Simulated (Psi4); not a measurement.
# doublet CuH2OF−: levels of theory compared

We compute a comparison of 3 runs (UHF/3-21G, UB3LYP/6-31G*, UHSE06/def2-SVPD) of doublet CuH2OF−. 

The calculation is run with Psi4 1.11.

6 further runs of the same task are left out: 5 that didn't finish, 1 set aside as unsound or not needed.

### 1 Starting point

CuH2OF− has 5 atoms, charge -1, and is taken as a doublet. As SMILES of the parent species, `[OH2+][Cu-][F]`. The shape is that of a PBE0-D4/def2-TZVP optimisation. This is one conformer, not always the lowest. That shape belongs to the parent species and isn't relaxed for this state.

Bond lengths: O1–Cu2 1.925 Å, Cu2–F3 1.755 Å, O1–H4 0.963 Å, O1–H5 0.963 Å. Angles: O1–Cu2–F3 180.0°, Cu2–O1–H4 114.2°, Cu2–O1–H5 114.2°, H4–O1–H5 107.1°.

### 2 Energy and forces at UHF/3-21G (run 1)

job.dat reads:

```
memory 1600 mb

molecule mol {
  -1 2
  O     -1.47889967     0.48244708    -0.96772875
  Cu     1.39745247    -1.06920704     0.62984572
  F      4.01869158    -2.48574574     2.08493483
  H     -2.77430692     1.02158594     0.19048439
  H     -1.06864012     1.91145798    -2.01614880
  units au
  symmetry c1
  no_reorient
  no_com
}

set globals {
  reference uhf
  puream true
  e_convergence 1e-09
  d_convergence 1e-08
  scf_type pk
  maxiter 200
}

e, wfn = gradient('hf/3-21G', return_wfn=True)
oeprop(wfn, 'WIBERG_LOWDIN_INDICES', 'LOWDIN_CHARGES', 'DIPOLE', title='HF')
```

Started as:

```
psi4 -i job.dat -o job.out -n 1
```

job.out:

```text
[...]
  Running in c1 symmetry.
[...]
  Nuclear repulsion =  176.639358664452089
[...]
  Multiplicity = 2
[...]
  Nalpha       = 25
  Nbeta        = 24
[...]
    Number of basis functions: 49
[...]
   @UHF iter   1: -1803.11987419522075   -1.52828e+00   6.45873e-02 ADIIS/DIIS
[...]
   @UHF iter  32: -1805.26592904915765   -1.20508e-11   7.36464e-09 DIIS
[...]
   @S^2 Observed:                7.500126887E-01
[...]
  @UHF Final Energy: -1805.26592904915765
   => Energetics <=
    Nuclear Repulsion Energy =            176.6393586644520894
    One-Electron Energy =               -2879.8929396597968662
    Two-Electron Energy =                 897.9876519461871567
    Total Energy =                      -1805.2659290491574211
  UHF NO Occupations:
  HONO-2 :   23  A 2.0000000
  HONO-1 :   24  A 1.9999937
[...]
  -Total Gradient:
     Atom            X                  Y                   Z
    ------   -----------------  -----------------  -----------------
       1       -0.034532010227     0.009185117344    -0.023091922692
       2       -0.015938573684     0.010789110585    -0.007976240093
       3        0.047227293737    -0.025600816156     0.026186247051
       4        0.006824792096     0.005561279896    -0.004305578533
       5       -0.003581501968     0.000065308407     0.009187494207
[...]
```

Run time: 1.9 s. Hardware: 1 thread of Intel Xeon 6975P-C (Granite Rapids), shared host; peak memory 0.2 GiB.

### 3 Energy and forces at UB3LYP/6-31G(d) (spherical functions) (run 2)

cufh2o.json reads:

```json
{
  "schema_name": "qcschema_input",
  "schema_version": 1,
  "molecule": {
    "schema_name": "qcschema_molecule",
    "schema_version": 2,
    "symbols": ["O", "Cu", "F", "H", "H"],
    "geometry": [-1.47889967, 0.48244708, -0.96772875, 1.39745247, -1.06920704, 0.62984572, 4.01869158, -2.48574574, 2.08493483, -2.77430692, 1.02158594, 0.19048439, -1.06864012, 1.91145798, -2.0161488],
    "molecular_charge": -1,
    "molecular_multiplicity": 2,
    "fix_symmetry": "c1",
    "fix_com": true,
    "fix_orientation": true
  },
  "driver": "gradient",
  "model": {
    "method": "b3lyp",
    "basis": "6-31G*"
  },
  "keywords": {
    "reference": "uks",
    "puream": true,
    "e_convergence": 1e-09,
    "d_convergence": 1e-08,
    "scf_type": "pk",
    "dft_radial_points": 99,
    "dft_spherical_points": 590,
    "maxiter": 200
  }
}
```

Started as:

```
psi4 --qcschema cufh2o.json -n 1 --memory 1600MB
```

stdout:

```text
[...]
  Running in c1 symmetry.
[...]
  Nuclear repulsion =  176.639358664452089
[...]
  Multiplicity = 2
[...]
  Nalpha       = 25
  Nbeta        = 24
[...]
    Number of basis functions: 66
[...]
   @UKS iter   1: -1813.45165808116121    4.85363e-01   4.97702e-02 ADIIS/DIIS
[...]
   @UKS iter  19: -1816.50601543732955   -4.09273e-12   8.67681e-09 DIIS
[...]
   @S^2 Observed:                7.778124008E-01
[...]
  @UKS Final Energy: -1816.50601543732955
   => Energetics <=
    Nuclear Repulsion Energy =            176.6393586644520894
    One-Electron Energy =               -2895.4501275403631553
    Two-Electron Energy =                 972.6882457940384938
    DFT Exchange-Correlation Energy =     -70.3834923554573066
    Empirical Dispersion Energy =           0.0000000000000000
    VV10 Nonlocal Energy =                  0.0000000000000000
    Total Energy =                      -1816.5060154373297792
[...]
  -Total Gradient:
     Atom            X                  Y                   Z
    ------   -----------------  -----------------  -----------------
       1       -0.015340682561     0.047804666615     0.007337948115
       2        0.002378991511    -0.006945649569    -0.000961902495
       3        0.002089024912     0.000459448701     0.001800232154
       4        0.022916572750    -0.011512367269    -0.026716182408
       5       -0.012046786616    -0.029807117029     0.018537251407
[...]
```

The result, in JSON:

```text
{
 "driver": "gradient",
 "model": {
  "method": "b3lyp",
  "basis": "6-31G*"
 },
 "success": true,
 "return_result": [-0.01534068256084898, 0.047804666614864044, 0.007337948115337473, 0.0023789915109906357, -0.006945649569289791, -0.0009619024946580582, 0.0020890249118528104, 0.00045944870051534137, 0.0018002321537021332, 0.02291657274964079, -0.011512367269183005, -0.02671618240813735, -0.012046786616271898, -0.029807117028687824, 0.018537251407496166],
 "properties": {
  "calcinfo_nbasis": 66,
  "calcinfo_nmo": 66,
  "calcinfo_nalpha": 25,
  "calcinfo_nbeta": 24,
  "calcinfo_natom": 5,
  "nuclear_repulsion_energy": 176.6393586644521,
  "return_energy": -1816.5060154373296,
  "return_gradient": [-0.01534068256084898, 0.047804666614864044, 0.007337948115337473, 0.0023789915109906357, -0.006945649569289791, -0.0009619024946580582, 0.0020890249118528104, 0.00045944870051534137, 0.0018002321537021332, 0.02291657274964079, -0.011512367269183005, -0.02671618240813735, -0.012046786616271898, -0.029807117028687824, 0.018537251407496166],
  "scf_one_electron_energy": -2895.450127540363,
  "scf_two_electron_energy": 972.6882457940385,
  "scf_xc_energy": -70.3834923554573,
  "scf_dipole_moment": [-1.862079582918284, 1.2307943014580829, -0.9239337552349625],
  "scf_total_energy": -1816.5060154373296,
  "scf_total_gradient": [-0.01534068256084898, 0.047804666614864044, 0.007337948115337473, 0.0023789915109906357, -0.006945649569289791, -0.0009619024946580582, 0.0020890249118528104, 0.00045944870051534137, 0.0018002321537021332, 0.02291657274964079, -0.011512367269183005, -0.02671618240813735, -0.012046786616271898, -0.029807117028687824, 0.018537251407496166],
  "scf_iterations": 19
 }
}
```

Wall time 15 s (1 thread of Intel Xeon 6975P-C (Granite Rapids), shared host); peak memory 0.67 GiB.

### 4 Energy and gradient at UHSE06/def2-SVPD (run 3)

job.json reads:

```json
{
  "schema_name": "qcschema_input",
  "schema_version": 1,
  "molecule": {
    "schema_name": "qcschema_molecule",
    "schema_version": 2,
    "symbols": ["O", "Cu", "F", "H", "H"],
    "geometry": [-1.47889967, 0.48244708, -0.96772875, 1.39745247, -1.06920704, 0.62984572, 4.01869158, -2.48574574, 2.08493483, -2.77430692, 1.02158594, 0.19048439, -1.06864012, 1.91145798, -2.0161488],
    "molecular_charge": -1,
    "molecular_multiplicity": 2,
    "fix_symmetry": "c1"
  },
  "driver": "gradient",
  "model": {
    "method": "hse06",
    "basis": "def2-SVPD"
  },
  "keywords": {
    "reference": "uks",
    "puream": true,
    "e_convergence": 1e-09,
    "d_convergence": 1e-08,
    "scf_type": "pk",
    "dft_radial_points": 99,
    "dft_spherical_points": 590,
    "maxiter": 200
  }
}
```

Started as:

```
psi4 --qcschema job.json -n 1 --memory 1600MB
```

stdout:

```text
[...]
  Running in c1 symmetry.
[...]
  Nuclear repulsion =  176.639358664452089
[...]
  Multiplicity = 2
[...]
  Nalpha       = 25
  Nbeta        = 24
[...]
    Number of basis functions: 96
[...]
   @UKS iter   1: -1813.40695387824644   -1.44957e-01   2.43475e-02 DIIS/ADIIS
[...]
   @UKS iter  16: -1816.08316570338229   -7.27596e-12   9.37450e-09 DIIS
[...]
   @S^2 Observed:                7.537273723E-01
[...]
  @UKS Final Energy: -1816.08316570338229
   => Energetics <=
    Nuclear Repulsion Energy =            176.6393586644520894
    One-Electron Energy =               -2892.6664014240514007
    Two-Electron Energy =                 966.2470923743028379
    DFT Exchange-Correlation Energy =     -66.3032153180860178
    Empirical Dispersion Energy =           0.0000000000000000
    VV10 Nonlocal Energy =                  0.0000000000000000
    Total Energy =                      -1816.0831657033822921
[...]
  -Total Gradient:
     Atom            X                  Y                   Z
    ------   -----------------  -----------------  -----------------
       1       -0.009652739948     0.024541708047     0.002348104148
       2        0.015606397834    -0.010034569154     0.008016794382
       3       -0.017934347058     0.010647765060    -0.009569289004
       4        0.015099579997    -0.007778029229    -0.012224617345
       5       -0.003152257963    -0.017356819948     0.011411285577
[...]
```

The result, in JSON:

```text
{
 "driver": "gradient",
 "model": {
  "method": "hse06",
  "basis": "def2-SVPD"
 },
 "success": true,
 "return_result": [-0.009652739947638156, 0.024541708047375432, 0.002348104147556181, 0.015606397833772899, -0.010034569153673165, 0.008016794381739401, -0.017934347057587122, 0.010647765060143784, -0.00956928900369404, 0.015099579996715046, -0.007778029228832861, -0.012224617344727823, -0.0031522579629494132, -0.017356819947886043, 0.011411285577052038],
 "properties": {
  "calcinfo_nbasis": 96,
  "calcinfo_nmo": 96,
  "calcinfo_nalpha": 25,
  "calcinfo_nbeta": 24,
  "calcinfo_natom": 5,
  "nuclear_repulsion_energy": 176.6393586644521,
  "return_energy": -1816.0831657033823,
  "return_gradient": [-0.009652739947638156, 0.024541708047375432, 0.002348104147556181, 0.015606397833772899, -0.010034569153673165, 0.008016794381739401, -0.017934347057587122, 0.010647765060143784, -0.00956928900369404, 0.015099579996715046, -0.007778029228832861, -0.012224617344727823, -0.0031522579629494132, -0.017356819947886043, 0.011411285577052038],
  "scf_one_electron_energy": -2892.6664014240514,
  "scf_two_electron_energy": 966.2470923743028,
  "scf_xc_energy": -66.30321531808602,
  "scf_dipole_moment": [0.24460991861495263, -0.330262546821126, 0.05568240379809275],
  "scf_total_energy": -1816.0831657033823,
  "scf_total_gradient": [-0.009652739947638156, 0.024541708047375432, 0.002348104147556181, 0.015606397833772899, -0.010034569153673165, 0.008016794381739401, -0.017934347057587122, 0.010647765060143784, -0.00956928900369404, 0.015099579996715046, -0.007778029228832861, -0.012224617344727823, -0.0031522579629494132, -0.017356819947886043, 0.011411285577052038],
  "scf_iterations": 16
 }
}
```

Wall time 37 s (1 thread of Intel Xeon 6975P-C (Granite Rapids), shared host); peak memory 0.79 GiB.

### 5 The series

| run | level | properties | integration grid | energy (Eh) | HOMO energy (eV) | LUMO energy (eV) | ⟨S²⟩ | wall time |
| --- | --- | --- | --- | --- | --- | --- | --- | --- |
| 1 | UHF/3-21G | (wiberg, lowdin, dipole) | – | -1805.265929 | -0.03 | 0.61 | 0.750 | 1.9 s |
| 2 | UB3LYP/6-31G* (spherical functions) | – | 99 radial × 590 angular | -1816.506015 | 2.82 | 4.89 | 0.778 | 15 s |
| 3 | UHSE06/def2-SVPD | – | 99 radial × 590 angular | -1816.083166 | 1.72 | 2.83 | 0.754 | 37 s |

### 6 Outcome

| quantity | value |
| --- | --- |
| run 3: total energy | -1816.08317 Eh |
| run 3: HOMO energy (highest over α and β) | 1.72 eV |
| run 3: LUMO energy (lowest over α and β) | 2.83 eV |
| run 3: ⟨S²⟩ | 0.754 |
| run 3: largest force on an atom | 1.361 eV/Å |

What this shows: Totals of different functionals can't be ranked against each other. In runs 2, 3 the HOMO lies above zero, so the outermost electron may be held by the basis alone. All runs together took 54 s, the longest 37 s.
